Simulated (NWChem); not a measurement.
# SiHCl2O (SMILES O[Si](Cl)Cl): levels of theory compared

We compute a comparison of 3 runs (UHF/STO-3G, UHF/3-21G, UB3LYP/6-31G*) of SiHCl2O. 

The calculation is run with NWChem 7.3.0.

**1. Starting point**

SiHCl2O: 5 atoms, total charge 0, spin state doublet. SMILES: `O[Si](Cl)Cl`. The coordinates come from a GFN2-xTB relaxation. This is one conformer, not always the lowest.

Bond lengths: O1–Si2 1.625 Å, Si2–Cl3 2.040 Å, Si2–Cl4 2.014 Å, O1–H5 0.955 Å. Angles: O1–Si2–Cl3 108.8°, O1–Si2–Cl4 104.5°, Cl3–Si2–Cl4 112.5°, Si2–O1–H5 124.3°.

**2. Energy and forces at UHF/STO-3G (run 1)**

File mol.nw:

```
START mol
TITLE "Cl2HOSi gradient"
memory 2200 mb

GEOMETRY units angstroms noautosym nocenter noautoz
   O       -0.100050       1.161920      -0.110780
   Si      -0.414790      -0.357710       0.371930
   Cl       1.352730      -1.328600       0.681950
   Cl      -1.477540      -1.158160      -1.139900
   H        0.639640       1.682550       0.196790
END

BASIS spherical bse
   * library STO-3G
END

SCF
   doublet
   uhf
   thresh 1e-08
   maxiter 80
   print medium
END

TASK scf gradient
```

The run is started by

```bash
$ nwchem mol.nw > mol.out
```

The log of the run:

```text
[...]
  functions       =    33
[...]
  wavefunction    = UHF
[...]
         Total SCF energy =  -1269.265474501620
      One electron energy =  -2295.792217362618
      Two electron energy =    758.532424678309
 Nuclear repulsion energy =    267.994318182689
                       Sz =      0.5000
                 Sz(Sz+1) =      0.7500
                      S^2 =      0.7546
[...]
                         UHF ENERGY GRADIENTS
    atom               coordinates                        gradient
                 x          y          z           x          y          z
   1 O      -0.189067   2.195710  -0.209344    0.030784  -0.002049   0.028184
   2 Si     -0.783839  -0.675974   0.702846    0.002549  -0.029517  -0.041332
   3 Cl      2.556289  -2.510690   1.288699   -0.027524   0.016590  -0.001317
   4 Cl     -2.792146  -2.188605  -2.154099    0.019334   0.017827   0.033069
   5 H       1.208744   3.179558   0.371879   -0.025143  -0.002850  -0.018604
[...]
```

Wall time 2.4 s (1 thread of AMD EPYC 9R45 (Zen 5), shared host); peak memory 0.1 GiB.

**3. Energy and gradient at UHF/3-21G (run 2)**

File input.nw:

```
echo
start input
title "Cl2HOSi hf"
memory stack 880 mb heap 220 mb global 1100 mb

geometry units angstrom noautosym nocenter noautoz
O       -0.100050       1.161920      -0.110780
Si      -0.414790      -0.357710       0.371930
Cl       1.352730      -1.328600       0.681950
Cl      -1.477540      -1.158160      -1.139900
H        0.639640       1.682550       0.196790
end

basis "ao basis" spherical bse
* library 3-21G
end

scf
nopen 1
uhf
thresh 1e-08
maxiter 80
end

task scf gradient
```

The run is started by

```bash
$ nwchem input.nw > input.out
```

The log of the run:

```text
[...]
  functions       =    50
[...]
  wavefunction    = UHF
[...]
         Total SCF energy =  -1277.101454371426
      One electron energy =  -2301.496985403380
      Two electron energy =    756.401212849264
 Nuclear repulsion energy =    267.994318182689
                       Sz =      0.5000
                 Sz(Sz+1) =      0.7500
                      S^2 =      0.7540
[...]
                         UHF ENERGY GRADIENTS
    atom               coordinates                        gradient
                 x          y          z           x          y          z
   1 O      -0.189067   2.195710  -0.209344   -0.005316  -0.017929   0.001496
   2 Si     -0.783839  -0.675974   0.702846    0.023732  -0.024637  -0.036046
   3 Cl      2.556289  -2.510690   1.288699   -0.045017   0.026931  -0.008167
   4 Cl     -2.792146  -2.188605  -2.154099    0.030937   0.026651   0.041791
   5 H       1.208744   3.179558   0.371879   -0.004335  -0.011016   0.000926
[...]
```

It took 2.8 s on 1 thread of AMD EPYC 9R45 (Zen 5), shared host; peak memory 0.099 GiB.

**4. Energy and gradient at UB3LYP/6-31G(d) (Cartesian functions) (run 3)**

File cl2hosi.nw:

```
start cl2hosi
memory 2200 mb
charge 0

geometry units atomic noautosym nocenter noautoz
O     -0.18906710     2.19571058    -0.20934386
Si    -0.78383950    -0.67597393     0.70284584
Cl     2.55628922    -2.51069013     1.28869873
Cl    -2.79214594    -2.18860521    -2.15409881
H      1.20874442     3.17955869     0.37187920
end

basis
* library 6-31G*
end

dft
xc b3lyp
mult 2
grid xfine
convergence energy 1e-08
iterations 100
mulliken
end

task dft gradient
```

The run is started by

```bash
$ nwchem cl2hosi.nw > cl2hosi.out
```

The log of the run:

```text
[...]
          Wavefunction type:  spin polarized.
          No. of atoms     :     5
          No. of electrons :    57
[...]
          Charge           :     0
          Spin multiplicity:     2
[...]
          AO basis - number of functions:    74
[...]
              XC Information
              --------------
                         B3LYP Method XC Potential
                     Hartree-Fock (Exact) Exchange  0.200
                        Slater Exchange Functional  0.800 local
                    Becke 1988 Exchange Functional  0.720 non-local
              Lee-Yang-Parr Correlation Functional  0.810
                  VWN I RPA Correlation Functional  0.190 local
[...]
 d= 0,ls=0.0,diis     1  -1285.7122700000 -1.55D+03  1.16D-02  2.34D-01     2.2
[...]
 d= 0,ls=0.0,diis    10  -1285.7959658639 -4.08D-09  8.97D-07  1.43D-09    19.1
[...]
         Total DFT energy =    -1285.795965863860
      One electron energy =    -2310.101037881816
           Coulomb energy =      842.838220150416
    Exchange-Corr. energy =      -86.527446910710
 Nuclear repulsion energy =      267.994298778249
[...]
      Total Density - Mulliken Population Analysis
     ---------------------------------------------
    Atom       Charge   Shell Charges
 -----------   ------   -------------------------------------------------------
    1 O    8     8.64   1.99  0.90  2.96  0.88  1.86  0.04
    2 Si  14    13.40   2.00  1.99  5.96  1.08  1.57  0.25  0.29  0.25
    3 Cl  17    17.22   2.00  1.99  5.97  1.46  3.64  0.54  1.64 -0.03
    4 Cl  17    17.18   2.00  1.99  5.97  1.46  3.65  0.53  1.60 -0.02
    5 H    1     0.56   0.46  0.10
[...]
      <S2> =      0.7515 (Exact =     0.7500)
[...]
  wavefunction    = open shell
                         DFT ENERGY GRADIENTS
    atom               coordinates                        gradient
                 x          y          z           x          y          z
   1 O      -0.189067   2.195711  -0.209344    0.008836  -0.012238   0.010554
   2 Si     -0.783840  -0.675974   0.702846    0.004121  -0.006938  -0.017975
   3 Cl      2.556289  -2.510690   1.288699   -0.015850   0.011128  -0.002847
   4 Cl     -2.792146  -2.188605  -2.154099    0.012348   0.011648   0.016677
   5 H       1.208744   3.179559   0.371879   -0.009455  -0.003601  -0.006408
[...]
```

It took 25 s on 1 thread of AMD EPYC 9R45 (Zen 5), shared host; peak memory 0.13 GiB.

**5. Overview of the runs**

```tsv
run	level	Cartesian functions	iteration cap	energy (Eh)	dipole moment (D)	HOMO energy (eV)	LUMO energy (eV)	wall time
1	UHF/STO-3G	no	80	-1269.265475	3.40	-7.69	3.52	2.4 s
2	UHF/3-21G	no	80	-1277.101454	3.29	-10.09	0.03	2.8 s
3	UB3LYP/6-31G* (Cartesian functions)	yes	100	-1285.795966	2.12	-6.34	-3.29	25 s
```

**6. Outcome**

| quantity | value |
| --- | --- |
| run 3: total energy | -1285.79597 Eh |
| run 3: dipole moment | 2.12 D |
| run 3: HOMO energy (highest over α and β) | -6.34 eV |
| run 3: LUMO energy (lowest over α and β) | -3.29 eV |
| run 3: ⟨S²⟩ | 0.751 |
| run 3: largest force on an atom | 1.224 eV/Å |

**Reading.** The dipole moment (its size) runs from 2.12 D (UB3LYP/6-31G*) to 3.40 D (UHF/STO-3G). The two ends differ in method and basis. In run 1 the basis is minimal, so the values are rough. All runs together took 30 s, the longest 25 s.
